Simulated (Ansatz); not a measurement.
**C3H4OSi: how energies converge with the basis set**

Aim: see how fast density functionals converge with the basis set for C3H4OSi.

Method: one geometry, several basis sets; program: Ansatz 0.2.0, Gaussian basis.

The runs, in order: PBE0-D4/def2-SVP; ωB97M-V/def2-SVP; PBE0-D4/def2-QZVPP; ωB97M-V/def2-QZVPP; the functionals' def2-TZVPP values are taken from earlier runs.

### Step 1. Structure used throughout

All runs share one geometry, relaxed beforehand with PBE0-D4 in a triple-zeta def2 set.

SMILES `C#C[SiH2]C=O`, 9 atoms, charge 0, spin multiplicity 1.

Atoms are counted from 1 here; the program's logs count them from 0.

Bond lengths: C1–C2 1.206 Å, C1–H6 1.066 Å, C2–Si3 1.820 Å, Si3–C4 1.931 Å, Si3–H7 1.482 Å, Si3–H8 1.482 Å, C4–O5 1.204 Å, C4–H9 1.115 Å. Angles: C2–C1–H6 179.6°, C1–C2–Si3 177.3°, C2–Si3–C4 109.1°, C2–Si3–H7 110.4°, C2–Si3–H8 110.3°, C4–Si3–H7 108.2°, C4–Si3–H8 108.1°, H7–Si3–H8 110.5°, Si3–C4–O5 120.3°, Si3–C4–H9 119.7°, O5–C4–H9 120.1°.

### Step 2. PBE0-D4 in def2-SVP

File in.yaml:

```yaml
crystal:
  periodic: [false, false, false]
  atoms:
    - {symbol: C, position_ang: [2.092363, 0.070505, 1.318642]}
    - {symbol: C, position_ang: [1.228340, -0.206472, 0.523793]}
    - {symbol: Si, position_ang: [-0.123793, -0.561377, -0.641704]}
    - {symbol: C, position_ang: [-1.588848, 0.649064, -0.299427]}
    - {symbol: O, position_ang: [-2.585576, 0.600715, -0.972250]}
    - {symbol: H, position_ang: [2.860601, 0.309867, 2.018357]}
    - {symbol: H, position_ang: [0.329582, -0.356052, -2.037487]}
    - {symbol: H, position_ang: [-0.615976, -1.946627, -0.453491]}
    - {symbol: H, position_ang: [-1.508091, 1.394077, 0.526568]}
basis:
  gaussian: {orbitals: def2-SVP}
hamiltonian: {xc: pbe0, dispersion: d4}
output: {orbitals: {seedname: orbitals}}
```

The run is started by

```
> ansatz run in.yaml --threads 2 --pin off --events-out ev --progress --plain --max-ram 4352MiB
```

Further steps of the session: ωB97M-V in def2-SVP; PBE0-D4 in def2-QZVPP; ωB97M-V in def2-QZVPP.

Before running them: what should the planned runs give, taken together? Wanted: PBE0-D4: double and triple zeta above quadruple; ωB97M-V: double and triple zeta above quadruple.

The runs gave:

| quantity | value |
| --- | --- |
| PBE0-D4: double and triple zeta above quadruple | 9.33, 0.55 eV |
| ωB97M-V: double and triple zeta above quadruple | 9.53, 0.51 eV |

In words: PBE0-D4 gains 8.78 eV from double to triple zeta, then 0.55 eV more. These are total energies; as a rule much of such shifts cancels in differences, which this series doesn't test.
